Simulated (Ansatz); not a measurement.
**Sn2S3: one candidate structure**

Aim: relax Sn2S3 from this start, structure listed in a database for this formula (Pnma, No. 62), and see where it ends.

Method: DFT r2SCAN, scalar-relativistic, plane waves, PAW, in Ansatz 0.2.0.

**1. The system as given**

Symmetry: Pnma, No. 62, orthorhombic system. The conventional cell has a = 9.118 Å, b = 3.763 Å, c = 14.474 Å, α = 90.00°, β = 90.00°, γ = 90.00°. Around Sn (site symmetry m) lie 6 S at 2.52 to 2.61 Å. Around Sn (site symmetry m) lie 3 S at 2.63 to 2.71 Å. Around S (site symmetry m) lie 3 Sn at 2.57 to 2.61 Å. S (site symmetry m) is surrounded by 3 Sn at 2.57 to 2.71 Å. S (site symmetry m) is surrounded by 3 Sn at 2.52 to 2.63 Å.

As a file:

```
CELL_PARAMETERS angstrom
9.11779 0.00000 0.00000
0.00000 3.76347 0.00000
0.00000 0.00000 14.47365
ATOMIC_POSITIONS crystal
Sn 0.34083 0.75000 0.55098
Sn 0.65917 0.25000 0.44902
Sn 0.84083 0.75000 0.94902
Sn 0.15917 0.25000 0.05098
Sn 0.96996 0.75000 0.33554
Sn 0.03004 0.25000 0.66446
Sn 0.46996 0.75000 0.16446
Sn 0.53004 0.25000 0.83554
S 0.47919 0.75000 0.39602
S 0.52081 0.25000 0.60398
S 0.97919 0.75000 0.10398
S 0.02081 0.25000 0.89602
S 0.83280 0.75000 0.50175
S 0.16720 0.25000 0.49825
S 0.33280 0.75000 0.99825
S 0.66720 0.25000 0.00175
S 0.21970 0.75000 0.70752
S 0.78030 0.25000 0.29248
S 0.71970 0.75000 0.79248
S 0.28030 0.25000 0.20752
```

**2. Probe: one point at the start**

Contents of input.yaml:

```yaml
crystal:
  lattice:
    - [9.11779358, 0.0, 0.0]
    - [0.0, 3.76347324, 0.0]
    - [0.0, 0.0, 14.47365181]
  atoms:
    - { symbol: Sn, position: [0.34082655, 0.75, 0.55098051] }
    - { symbol: Sn, position: [0.65917345, 0.25, 0.44901949] }
    - { symbol: Sn, position: [0.84082655, 0.75, 0.94901949] }
    - { symbol: Sn, position: [0.15917345, 0.25, 0.05098051] }
    - { symbol: Sn, position: [0.9699624, 0.75, 0.33553696] }
    - { symbol: Sn, position: [0.0300376, 0.25, 0.66446304] }
    - { symbol: Sn, position: [0.4699624, 0.75, 0.16446304] }
    - { symbol: Sn, position: [0.5300376, 0.25, 0.83553696] }
    - { symbol: S, position: [0.47918754, 0.75, 0.3960156] }
    - { symbol: S, position: [0.52081246, 0.25, 0.6039844] }
    - { symbol: S, position: [0.97918754, 0.75, 0.1039844] }
    - { symbol: S, position: [0.02081246, 0.25, 0.8960156] }
    - { symbol: S, position: [0.83279959, 0.75, 0.50174614] }
    - { symbol: S, position: [0.16720041, 0.25, 0.49825386] }
    - { symbol: S, position: [0.33279959, 0.75, 0.99825386] }
    - { symbol: S, position: [0.66720041, 0.25, 0.00174614] }
    - { symbol: S, position: [0.21970132, 0.75, 0.70752498] }
    - { symbol: S, position: [0.78029868, 0.25, 0.29247502] }
    - { symbol: S, position: [0.71970132, 0.75, 0.79247502] }
    - { symbol: S, position: [0.28029868, 0.25, 0.20752498] }
basis:
  ecutwfc: 500
kpoints:
  mp_grid: { grid: [2, 6, 2] }
hamiltonian:
  xc: r2scan
scf:
  occupations: { method: gaussian, width: 0.1 }
  lower_state_search: "off"
output:
  forces: true
  stress: true
  eigenvalues: true
```

Launch:

```console
$ ansatz run input.yaml --threads 1 --pin off --max-ram 3072MiB --backend cpu --events-out ev --progress --plain --runs-dir out
```

The program printed, cut to the lines that bear on the results:

```text
[...]
SCF converged after 8 iterations
Free energy (F): -59188.737211 eV
[...]
E sigma→0 (E₀):  -59188.737211 eV
Fermi energy:    7.086021 eV
[...]
--- Forces (eV/Å), atoms counted from 1 ---
  atom   1  Sn    -0.01771922    -0.00000000     0.00911234
  atom   2  Sn     0.01771922     0.00000000    -0.00911234
  atom   3  Sn    -0.01771922     0.00000000    -0.00911234
  atom   4  Sn     0.01771922    -0.00000000     0.00911234
  atom   5  Sn    -0.01745994     0.00000000    -0.00192401
  atom   6  Sn     0.01745994    -0.00000000     0.00192401
  atom   7  Sn    -0.01745994    -0.00000000     0.00192401
  atom   8  Sn     0.01745994     0.00000000    -0.00192401
[...]
--- Stress (GPa, compression-positive) ---
        0.021644       0.000000       0.000000
        0.000000       0.057055       0.000000
        0.000000       0.000000      -0.020245
  P = ⅓ Tr σ = 0.0195 GPa (0.195 kbar)
--- Band table (eV; the first three rows and the last of 16) ---
[...]
```

Wall time 2.1 min (1 thread of Arm Neoverse V2, shared host); peak memory 2.1 GiB.

The probe gives pressure 0.0 GPa, largest force 0.02 eV/Å, gap on this mesh 1.07 eV. The gap decides the next run's mesh: 4×8×2 points and a smearing of 0.02 eV.

**3. Full relaxation**

Changes to input.yaml since step 2:

```diff
@@ -29,3 +29,3 @@
 kpoints:
-  mp_grid: { grid: [2, 6, 2] }
+  mp_grid: { grid: [4, 8, 2] }
 hamiltonian:
@@ -33,4 +33,3 @@
 scf:
-  occupations: { method: gaussian, width: 0.1 }
-  lower_state_search: "off"
+  occupations: { method: gaussian, width: 0.02 }
 output:
@@ -39 +38,6 @@
   eigenvalues: true
+relax:
+  adjacent_minimum: "off"
+  f_tol: 0.01
+  max_steps: 80
+  cell: { stress_tol: 0.05 }
```

Launch:

```console
$ ansatz run input.yaml --threads 1 --pin off --max-ram 3072MiB --backend cpu --events-out ev --progress --plain --runs-dir out
```

The program printed:

```text
Warning: RAYON_NUM_THREADS=1 ignored (pool sized by the plan → 1); use --threads N
Engine: ansatz 0.2.0, aarch64-unknown-linux-gnu
Pseudopotentials: kind: paw
Pseudopotential: Sn, paw, valence charge 14, recommended cutoff 500 eV (meta_gga), Sn.paw.azcp
Pseudopotential: S, paw, valence charge 6, recommended cutoff 500 eV (meta_gga), S.paw.azcp
Functional definition: r2SCAN
  parameter k0 = 0.174
  parameter k1 = 0.065
  parameter a1 = 4.9479
  exchange = r2scan_x(k0 = k0, k1 = k1, a1 = a1)
  correlation = r2scan_c
Crystal: 20 atoms, lattice volume = 496.657 Å³
Basis set: ecut = 500 eV, 12565 PW (Γ), exchange–correlation on 288×120×432 points (64 copies of the dense FFT grid, shifted against one another)
Bands: 112, of which v1, the nominal top of the filled ones, is band 92 counted from 1 (91 counted from 0)
Symmetry: 8 space group operations
Space group: Pnma (ITA 62), of the structure as read, at distance tolerance 7.9e-5 Å
k-points: 30 of 64
Non-local potential: Sn, projectors of the file, l = 0: 2, l = 1: 2, l = 2: 2, l = 3: 2
Non-local potential: S, projectors of the file, l = 0: 2, l = 1: 2, l = 2: 2
PAW form: soft (Blöchl's): semilocal exchange-correlation on the pseudo side does not see the compensation charge
PAW frozen core: Sn, regenerated for the run's functional (the file was generated under x = pbe(κ = 0.804, μ = 0.2195149727645171), c = pbe(β = 0.06672455060314922))
PAW frozen core: S, regenerated for the run's functional (the file was generated under x = pbe(κ = 0.804, μ = 0.2195149727645171), c = pbe(β = 0.06672455060314922))
PAW one-centre angular grid: Sn, 590 points (default); XC on 249 of its mesh's 2787 points in the sphere
PAW one-centre angular grid: S, 302 points (default); XC on 160 Gauss nodes
Initial density: superposition of atomic densities (neutral atoms: chi_scale 0, normalization atom), corrected by the library's trained network
Initial wavefunctions: pseudopotential atomic-orbital guess
Functional: x = r2scan, c = r2scan; τ floored in thin density (d = 2e-4 eV/Å³)
SCF iter   1: F=—  HF=-59188.602378 eV  |F-HF|=—  |Δ(HF+E_count)|=         —  Δρ=6.31e-3  dr2=2.15e-1  dr2_τ=8.34e-2  ethr=1.77e-3  ⟨swp⟩=6.9  Hψ=14026  notcnv=0  defer=120
preconditioner: auto → Resta (q_TF=auto, 2.312 Å⁻¹)  ε∞=2.9  [insulator: Δε(μ)=1.143 eV  Ē_g=16.468 eV  σ=0.020 eV  W_gap=1.00  n_scr=114 (ndim 8)  ℏωp=22.6 eV  f_vac=0.027  D(μ)=0.00/eV (n_scr^D=0)  ε∞_Penn≈2.9]
SCF iter   2: F=—  HF=-59188.739873 eV  |F-HF|=—  |Δ(HF+E_count)|=   1.37e-1  Δρ=3.31e-3  dr2=4.75e-2  dr2_τ=8.70e-4  ethr=1.17e-4  ⟨swp⟩=3.1  Hψ=6612  notcnv=0  defer=472
SCF iter   3: F=—  HF=-59188.737133 eV  |F-HF|=—  |Δ(HF+E_count)|=   2.74e-3  Δρ=9.07e-4  dr2=3.20e-3  dr2_τ=1.98e-4  ethr=2.58e-5  ⟨swp⟩=2.0  Hψ=3998  notcnv=0  defer=472
SCF iter   4: F=—  HF=-59188.737021 eV  |F-HF|=—  |Δ(HF+E_count)|=   1.12e-4  Δρ=1.87e-4  dr2=2.31e-4  dr2_τ=1.67e-5  ethr=1.74e-6  ⟨swp⟩=3.0  Hψ=5649  notcnv=0  defer=472
SCF iter   5: F=—  HF=-59188.737067 eV  |F-HF|=—  |Δ(HF+E_count)|=   4.63e-5  Δρ=7.51e-5  dr2=4.79e-5  dr2_τ=2.02e-6  ethr=1.26e-7  ⟨swp⟩=2.0  Hψ=3974  notcnv=0  defer=472
SCF iter   6: F=—  HF=-59188.737357 eV  |F-HF|=—  |Δ(HF+E_count)|=   2.90e-4  Δρ=2.67e-5  dr2=8.87e-6  dr2_τ=3.63e-7  ethr=2.60e-8  ⟨swp⟩=2.0  Hψ=4040  notcnv=0  defer=472
SCF iter   7: F=—  HF=-59188.737358 eV  |F-HF|=—  |Δ(HF+E_count)|=   9.99e-7  Δρ=7.38e-6  dr2=4.76e-7  dr2_τ=1.76e-8  ethr=4.82e-9  ⟨swp⟩=2.0  Hψ=4006  notcnv=0  defer=472
SCF iter   8: F=-59188.737358 eV  HF=-59188.737358 eV  |F-HF|=3.05e-9  |Δ(HF+E_count)|=   1.70e-7  Δρ=2.26e-6  dr2=4.15e-8  dr2_τ=2.44e-9  ethr=5.43e-11  ⟨swp⟩=12.8  Hψ=18378  notcnv=0
SCF 1 converged in 8 iterations: F = -59188.737358 eV  dr2 = 4.15e-8
relax step   1: F+E_penalty+E_count = -59188.73735844 eV  Δ(F+E_penalty+E_count) = +0.000e0 eV  max|allowed force component| = 1.694e-2 eV/Å  Δτ_max = 0.0000 Å  P = +0.020 GPa  Ω = 496.657 Å³  (8 SCF iters, dr2 threshold 1.00e-7 eV, accepted)
[... 15 lines left out ...]
relax step   2: F+E_penalty+E_count = -59188.73683368 eV  Δ(F+E_penalty+E_count) = +5.248e-4 eV  max|allowed force component| = 2.366e-2 eV/Å  Δτ_max = 0.0529 Å  P = -0.032 GPa  Ω = 498.218 Å³  energy of the carried Pulay correction = -1.333e-4 eV  (8 SCF iters, dr2 threshold 1.79e-8 eV, rejected (line search))
[... 14 lines left out ...]
relax step   3: F+E_penalty+E_count = -59188.73937331 eV  Δ(F+E_penalty+E_count) = -2.015e-3 eV  max|allowed force component| = 5.287e-3 eV/Å  Δτ_max = 0.0258 Å  P = -0.005 GPa  Ω = 497.336 Å³  energy of the carried Pulay correction = -5.803e-5 eV  (9 SCF iters, accepted)
[... 14 lines left out ...]
relax step   4: F+E_penalty+E_count = -59188.73967901 eV  Δ(F+E_penalty+E_count) = -3.057e-4 eV  max|allowed force component| = 7.279e-3 eV/Å  Δτ_max = 0.0118 Å  P = +0.002 GPa  Ω = 497.708 Å³  energy of the carried Pulay correction = -8.979e-5 eV  (9 SCF iters, accepted)
[... 9 lines left out ...]
relax step   5: F+E_penalty+E_count = -59188.73977417 eV  Δ(F+E_penalty+E_count) = -9.516e-5 eV  max|allowed force component| = 7.279e-3 eV/Å  Δτ_max = 0.0000 Å  P = +0.002 GPa  Ω = 497.708 Å³  stress off target by 2.11e-2 GPa  SCF on the basis re-selected at this cell (its energy is not comparable with the rows above)  (4 SCF iters)
basis re-selected at this cell: Δ(F+E_penalty+E_count) = -9.516e-5 eV, ΔP = +0.000 GPa vs the last step (what re-selecting the basis moved, of the pressure what is left beyond the Pulay correction that the steps carried, after the strain that the cell walked since its last selection, with what the two solves' SCF thresholds leave and, on support functions, any second-order correction that the steps lacked; it is no measure of the basis error at this ecutwfc). This SCF's stress stands 2.11e-2 GPa from its target on what of the cell is left free (relax.cell.stress_tol is 5.00e-2 GPa) and its largest allowed force component is 7.28e-3 eV/Å (relax.f_tol is 1.00e-2 eV/Å): within both
SCF converged after 4 iterations
Free energy (F): -59188.739774 eV
Harris-Foulkes:  -59188.739774 eV  (|F-HF|=4.87e-10)
Internal energy: -59188.739774 eV  (E = F + TS)
E sigma→0 (E₀):  -59188.739774 eV
Fermi energy:    7.061970 eV
--- Per-component energies (eV) ---
  E_band       = -1141.730054
  E_kinetic    = 2762.708977
  E_local      = -11386.778382  (includes V_loc(G=0)·N_el)
  E_nonlocal   = 84.435885
  E_hartree    = 6121.561941
  E_xc         = -4090.161659
  E_vxc        = -1956.755950  (∫ρ·V_xc dr)
  E_paw        = -40602.619787  (= ΣΔE_a)
  E_vpaw       = -2992.945638  (= ΣTr[D̂ρ^β])
  E_aug_tail   = 0.000009  (compensation charges beyond the density's cutoff)
  E_vtau       = 104.480850  (kinetic-family band-sum trace: ∫τ·v_τ [+ j·A + Jᵃ·Aᵃ] dr)
  E_ewald      = -12082.452116
  E_core_change = 4.565358  (= ΣΔE_core)
  E_smearing   = -0.000000  (= −TS)
  E_closure    = -0.000000  (closes the sum)
  Σ components = -59188.739774   (vs F -59188.739774, Δ=0.00e0)
--- Forces (eV/Å), atoms counted from 1 ---
  atom   1  Sn    -0.00575133     0.00000000    -0.00727868
  atom   2  Sn     0.00575133    -0.00000000     0.00727868
  atom   3  Sn    -0.00575133     0.00000000     0.00727868
  atom   4  Sn     0.00575133    -0.00000000    -0.00727868
  atom   5  Sn    -0.00121057    -0.00000000    -0.00257168
  atom   6  Sn     0.00121057     0.00000000     0.00257168
  atom   7  Sn    -0.00121057    -0.00000000     0.00257168
  atom   8  Sn     0.00121057     0.00000000    -0.00257168
  atom   9  S      0.00188421    -0.00000000    -0.00039875
  atom  10  S     -0.00188421     0.00000000     0.00039875
  atom  11  S      0.00188421    -0.00000000     0.00039875
  atom  12  S     -0.00188421     0.00000000    -0.00039875
  atom  13  S      0.00128454     0.00000000     0.00151161
  atom  14  S     -0.00128454    -0.00000000    -0.00151161
  atom  15  S      0.00128454     0.00000000    -0.00151161
  atom  16  S     -0.00128454    -0.00000000     0.00151161
  atom  17  S     -0.00143795    -0.00000000     0.00197530
  atom  18  S      0.00143795     0.00000000    -0.00197530
  atom  19  S     -0.00143795    -0.00000000    -0.00197530
  atom  20  S      0.00143795     0.00000000     0.00197530
  max |Σ_I F_I| component: 2.60e-18 eV/Å
--- Stress (GPa, compression-positive) ---
        0.020466      -0.000000       0.000000
       -0.000000      -0.021144      -0.000000
        0.000000      -0.000000       0.006541
  P = ⅓ Tr σ = 0.0020 GPa (0.020 kbar)
--- Band table (eV; the first three rows and the last of 30) ---
  k-point 0: bands = ["-16.0100", "-16.0100", "-15.9722", "-15.9722", "-15.9482", "-15.9482", "-15.9361", "-15.9361", "-15.9174", "-15.9174", "-15.9079", "-15.9079", "-15.8906", "-15.8906", "-15.8727", "-15.8727", "-15.8697", "-15.8697", "-15.8585", "-15.8585", "-15.0342", "-15.0341", "-15.0335", "-15.0333", "-14.9909", "-14.9908", "-14.9905", "-14.9904", "-14.9453", "-14.9444", "-14.9438", "-14.9429", "-14.9348", "-14.9347", "-14.9344", "-14.9343", "-14.9134", "-14.9130", "-14.9128", "-14.9124", "-8.2618", "-8.1607", "-7.4725", "-7.3720", "-6.9532", "-6.8120", "-6.4878", "-6.3796", "-6.2047", "-6.1321", "-5.9818", "-5.8062", "-0.7914", "-0.7381", "-0.5350", "-0.3016", "0.0413", "0.5317", "0.5323", "1.3548", "1.6227", "1.7822", "2.5246", "2.5395", "3.0846", "3.0981", "3.1844", "3.2269", "3.9065", "3.9692", "4.0156", "4.1224", "4.2912", "4.4894", "4.4903", "4.6842", "4.7458", "4.8311", "4.8367", "4.8761", "5.0167", "5.0357", "5.0616", "5.0967", "5.1443", "5.2648", "5.2655", "5.2756", "5.3974", "5.8590", "6.4839", "6.5122", "7.7936", "7.8907", "8.0548", "8.3456", "9.5440", "9.5526", "9.6928", "9.7483", "9.9639", "10.3674", "10.4305", "10.7027", "10.7214", "10.8395", "10.9696", "11.2063", "11.2744", "11.3704", "11.4567", "11.5741"]
[... 3 lines left out ...]
--- Relaxed structure (4 steps of the walk, 3 accepted, 1 SCFs on fresh bases) ---
  F+E_penalty+E_count = -59188.73977417 eV   max|allowed force component| = 7.279e-3 eV/Å   (the final SCF, on the basis selected at the relaxed cell)
  cell:  # Å, volume = 497.7083 Å³
    - [9.166898908111405, -2.494578611148648e-34, 8.315262037162162e-35]
    - [-9.15258452559314e-35, 3.7604745935696493, -2.0021278649734993e-35]
    - [1.319970740495711e-34, -7.699829319558313e-35, 14.438090920741821]
  atoms:
    - { symbol: Sn, position: [0.3416338416368269, 0.7499999999999999, 0.5514598670995139] }
    - { symbol: Sn, position: [0.6583661583631732, 0.24999999999999997, 0.4485401329004862] }
    - { symbol: Sn, position: [0.841633841636827, 0.7499999999999999, 0.9485401329004861] }
    - { symbol: Sn, position: [0.15836615836317317, 0.24999999999999997, 0.05145986709951382] }
    - { symbol: Sn, position: [0.9662252359290853, 0.7499999999999999, 0.33444211458323647] }
    - { symbol: Sn, position: [0.03377476407091479, 0.24999999999999997, 0.6655578854167635] }
    - { symbol: Sn, position: [0.46622523592908527, 0.7499999999999999, 0.16555788541676358] }
    - { symbol: Sn, position: [0.5337747640709148, 0.24999999999999997, 0.8344421145832366] }
    - { symbol: S, position: [0.47857643154931073, 0.7499999999999999, 0.39584064743799174] }
    - { symbol: S, position: [0.5214235684506894, 0.24999999999999997, 0.6041593525620083] }
    - { symbol: S, position: [0.9785764315493107, 0.7499999999999999, 0.1041593525620083] }
    - { symbol: S, position: [0.021423568450689302, 0.24999999999999997, 0.8958406474379917] }
    - { symbol: S, position: [0.8310277185609685, 0.7499999999999999, 0.5013884826758596] }
    - { symbol: S, position: [0.16897228143903165, 0.24999999999999997, 0.49861151732414044] }
    - { symbol: S, position: [0.3310277185609683, 0.7499999999999999, 0.9986115173241406] }
    - { symbol: S, position: [0.6689722814390316, 0.24999999999999997, 0.0013884826758595913] }
    - { symbol: S, position: [0.2223825329203252, 0.7499999999999999, 0.7087447226473306] }
    - { symbol: S, position: [0.7776174670796748, 0.24999999999999997, 0.2912552773526693] }
    - { symbol: S, position: [0.7223825329203253, 0.7499999999999999, 0.7912552773526694] }
    - { symbol: S, position: [0.27761746707967483, 0.24999999999999997, 0.20874472264733065] }
```

It took 21 min on 1 thread of Arm Neoverse V2, shared host; peak memory 2.4 GiB.

Relaxation path:

```csv
step,E - E(step 1) (eV/cell),largest force component (eV/Å),pressure (GPa),volume (Å³)
1,0.0000,0.0169,0.02,496.66
2,0.0005,0.0237,-0.03,498.22
3,-0.0020,0.0053,-0.01,497.34
4,-0.0023,0.0073,0.00,497.71
5,-0.0024,0.0073,0.00,497.71
```

Step 1 is the start. Step 5 repeats the geometry before it on a plane-wave basis chosen anew for that cell, so its energy need not be comparable with the rows above. Step 2 was tried and not accepted.

|  | before | after | change |
| --- | --- | --- | --- |
| a (Å) | 9.118 | 9.167 | +0.5 % |
| b (Å) | 3.763 | 3.760 | -0.1 % |
| c (Å) | 14.474 | 14.438 | -0.2 % |
| volume (Å³/atom) | 24.83 | 24.89 | +0.2 % |
| shortest distance (Å) | 2.521 | 2.520 | 0.0 % |
| space group (0.01 Å) | Pnma | Pnma | same |

The run keeps the 8 symmetry operations of the start, so it could not have lowered the symmetry.

**4. Results**

Formation energies count from the elements, computed with the same settings in runs not shown here.

```
                          quantity                                                                       value
                              cell  a = 9.167 Å, b = 3.760 Å, c = 14.438 Å, α = 90.00°, β = 90.00°, γ = 90.00°
                       space group                                                               Pnma (No. 62)
                            volume                                                               24.89 Å³/atom
                   gap on the mesh                                                                     1.08 eV
formation energy from the elements                                                              -0.491 eV/atom
```

The space group stayed Pnma, and from the first guess the volume went from 24.83 to 24.89 Å³/atom. With -0.49 eV/atom it lies under the elements, which doesn't yet make it stable against other compounds of them.

The gaps are Kohn-Sham values of a semilocal functional, not quasiparticle or optical gaps. Such gaps usually fall short of the measured ones. Spin-orbit coupling is left out, though the cell holds Sn; it can move the gap.
